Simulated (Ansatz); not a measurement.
# BH7N2Si: the cost of one run

Computed with the Python package of Ansatz 0.2.0. Level of theory: PBE0+D4/def2-TZVPP.

## (1) Starting point

Bond lengths: N1–B2 1.459 Å, B2–N3 1.501 Å, B2–Si4 1.961 Å, N1–H5 1.090 Å, N1–H6 1.060 Å, N3–H7 1.103 Å, N3–H8 1.007 Å, Si4–H9 1.468 Å, Si4–H10 1.508 Å, Si4–H11 1.385 Å. Angles (14 of 15 angles, heavy atoms first): N1–B2–N3 119.3°, N1–B2–Si4 120.9°, N3–B2–Si4 119.7°, B2–N1–H5 108.5°, B2–N1–H6 112.5°, B2–N3–H7 107.2°, B2–N3–H8 109.7°, B2–Si4–H9 106.2°, B2–Si4–H10 105.8°, B2–Si4–H11 111.2°, H5–N1–H6 104.3°, H7–N3–H8 104.0°, H9–Si4–H10 108.1°, H9–Si4–H11 113.7°.

The script holds or builds the structure itself.

## (2) Script

Input file bh7n2si_tae.py:

```python
"""Atomisation energy of BH7N2Si at the given geometry."""

from collections import Counter

import ansatz
from ase import Atoms


def energy(molecule, charge=0, unpaired=0):
    calc = (
        molecule.calculation()
        .basis(gaussian="def2-TZVPP")
        .functional("PBE0", dispersion="d4")
    )
    if charge:
        calc = calc.charge(charge)
    if unpaired:
        calc = calc.spin("collinear", total=unpaired)
    report = calc.run().report
    if report["published_state_doubts"]:
        print("  doubts:", report["published_state_doubts"])
    return report["free_energy_ev"]

atoms = Atoms(["N", "B", "N", "Si", "H", "H", "H", "H", "H", "H", "H"], positions=[
    [-0.8381, 1.513, 0.3059],
    [-0.0769, 0.2682, 0.3098],
    [0.3543, -0.326, 1.6192],
    [0.4658, -0.5856, -1.3699],
    [-1.8189, 1.3167, -0.1279],
    [-1.0491, 1.8623, 1.2837],
    [1.4554, -0.3957, 1.5995],
    [0.0507, -1.2843, 1.6726],
    [-0.1578, 0.1939, -2.4457],
    [-0.1651, -1.9547, -1.3584],
    [1.8451, -0.6649, -1.4683],
])
bh7n2si = ansatz.Crystal.molecule_from_ase(atoms)

# Hund ground states
unpaired = {"N": 3, "B": 1, "Si": 2, "H": 1}
counts = Counter(site.symbol for site in bh7n2si.cartesian_sites)
atom_energy = {s: energy(ansatz.Crystal.molecule().atom(s, (0, 0, 0)), 0, unpaired[s]) for s in counts}
whole = energy(bh7n2si, 0, 0)
for s, e in atom_energy.items():
    print(f"{s:2s} x{counts[s]}  {e:14.5f} eV")
print(f"BH7N2Si: {whole:.5f} eV")
split = sum(counts[s] * e for s, e in atom_energy.items()) - whole
print(f"atomisation energy (no zero-point term): {96.485332 * split:.1f} kJ/mol, {split / sum(counts.values()):.3f} eV an atom")
```

## (3) The input behind the calls

The engine receives this input (first run):

```yaml
crystal:
  periodic: [false, false, false]
  atoms:
    - { symbol: "N", position_ang: [0.0, 0.0, 0.0] }
basis:
  gaussian:
    orbitals: def2-TZVPP
hamiltonian:
  xc: pbe0
  dispersion: d4
magnetization:
  spin_polarized: true
  initial_magnetization: 3.0
```

## (4) The run

Command:

```bash
$ python bh7n2si_tae.py
```

Q: Estimate wall time and peak memory on 1 thread of Arm Neoverse V1, shared host.

About 7.7 s, with a peak of 0.46 GiB.
